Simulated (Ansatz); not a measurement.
# W8C9F2: the cost of one run

All numbers below are computed with Ansatz 0.2.0 (DFT PBEsol, plane waves, PAW, scalar-relativistic, no spin polarisation).

## 1. The starting structure

The cell holds 19 atoms (C9F2W8): a = 5.810 Å, b = 5.674 Å, c = 19.193 Å, α = 90.00°, β = 90.00°, γ = 90.00°.

Its coordinates follow in the input file.

## 2. Dynamics

430 steps of 1 fs at constant energy.

Input file input.yaml:

```yaml
crystal:
  lattice:
    - [5.81024, 0.0, 0.0]
    - [0.0, 5.67378, 0.0]
    - [0.0, 0.0, 19.19318]
  atoms:
    - { symbol: W, position: [0.0, 0.0, 0.0521018] }
    - { symbol: C, position: [0.0, 0.25, 0.1394908] }
    - { symbol: W, position: [0.25, 0.0, 0.1831853] }
    - { symbol: C, position: [0.25, 0.25, 0.2705742] }
    - { symbol: W, position: [0.0, 0.5, 0.0521018] }
    - { symbol: C, position: [0.0, 0.75, 0.1394908] }
    - { symbol: W, position: [0.25, 0.5, 0.1831853] }
    - { symbol: C, position: [0.25, 0.75, 0.2705742] }
    - { symbol: W, position: [0.5, 0.0, 0.0521018] }
    - { symbol: C, position: [0.5, 0.25, 0.1394908] }
    - { symbol: W, position: [0.75, 0.0, 0.1831853] }
    - { symbol: C, position: [0.75, 0.25, 0.2705742] }
    - { symbol: W, position: [0.5, 0.5, 0.0521018] }
    - { symbol: C, position: [0.5, 0.75, 0.1394908] }
    - { symbol: W, position: [0.75, 0.5, 0.1831853] }
    - { symbol: C, position: [0.75, 0.75, 0.2705742] }
    - { symbol: C, position: [0.4208254, 0.0956948, 0.4356547] }
    - { symbol: F, position: [0.5990002, 0.1132148, 0.4762941] }
    - { symbol: F, position: [0.2426506, 0.0781747, 0.4762941] }
basis:
  ecutwfc: 420.0
kpoints:
  mp_grid: { grid: [3, 3, 1] }
hamiltonian:
  xc: pbesol
  pseudopotentials: { kind: paw, azcp: { folder: soft_1 } }
scf:
  occupations: { method: fermi_dirac, width: 0.1 }
  lower_state_search: "off"
md:
  timestep: 1
  n_steps: 430
  ensemble: nve
  initial_velocities: zero
  seed: 193411
  initial_site_velocities:
    - { site: 16, velocity: [0.007986, 0.0, -0.009517] }
    - { site: 17, velocity: [0.007986, 0.0, -0.009517] }
    - { site: 18, velocity: [0.007986, 0.0, -0.009517] }
  constraints: [{ sites: [0, 4, 8, 12] }]
```

The run is started by

```console
> ansatz run input.yaml --threads 4 --pin off --max-ram 10240MiB --backend cpu --events-out ev --progress --plain --runs-dir out
```

Q: Estimate wall time and peak memory on 4 threads of Intel Xeon Platinum 8175M at 2.50GHz (Skylake/Cascade Lake), shared host.

About 42 min, with a peak of 1.8 GiB.
